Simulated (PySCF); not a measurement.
**C3H7AsBN: spin-spin couplings**

Aim: predict the spin-spin couplings of C3H7AsBN (`N#C[C@@H]1[BH2-][AsH2+]C1`).

Computed with PySCF 2.14.0, with density-fitted response routines of our own, on a single molecule in the gas phase. Atoms are numbered from 0 throughout.

### Step 1. The molecule as given

13 atoms, charge 0, multiplicity 1; geometry from: GFN2-xTB.

Bonds of the start (Å): N0–C1 1.14, C1–C2 1.44, C2–B3 1.58, As4–C5 2.00, C5–C2 1.54, C2–H6 1.10, B3–H7 1.17, B3–H8 1.17, As4–H9 1.51, As4–H10 1.50, C5–H11 1.09, C5–H12 1.09.

The optimised geometry no longer has the bonds of the starting formula, so what follows describes that rearranged structure.

### Step 2. J couplings: B3LYP/pcSseg-1+pcJ-1

The job: settings as JSON, then the geometry in Å.

```
{"job": {"kind": "j", "xc": "B3LYP", "basis": "pcJ-1"}, "charge": 0, "multiplicity": 1}
N      0.018576     0.972589     2.426812
C     -0.344657     0.810174     1.353538
C     -0.744902     0.572911    -0.011682
B     -1.819703    -0.581102     0.113353
As     1.601314    -1.227122    -0.058124
C      0.509222     0.247790    -0.842703
H     -1.196517     1.508668    -0.369031
H     -1.515074    -1.683044    -0.134481
H     -2.896364    -0.322474     0.483906
H      2.700961    -1.040964    -1.072657
H      2.356201    -0.342666     0.885723
H      1.132133     1.141951    -0.946356
H      0.194424    -0.056223    -1.846026
```

Level: B3LYP/pcJ-1 As:pcSseg-1 indirect spin-spin coupling, non-relativistic, gas phase.

Run with:

```bash
$ OMP_NUM_THREADS=1 python probes_run.py task.json out
```

The driver reads the jobs from task.json and runs them one after another.

Predict these results of the whole session: largest coupling of the table (B3LYP/pcSseg-1+pcJ-1).

As calculated:

| quantity | value |
| --- | --- |
| largest coupling of the table (B3LYP/pcSseg-1+pcJ-1) | ¹J(C,H) C5–H11, 147.2 Hz |

In words: The structure rearranged or came apart on optimisation; the results belong to the end geometry, not to the formula as drawn. In the run at B3LYP/pcSseg-1+pcJ-1, the largest coupling of the table is C5–H11, 147.2 Hz, of which the Fermi-contact term gives 145.3 Hz. Spin-orbit coupling is left out, which matters for shieldings and couplings at and beside the heavy atoms.
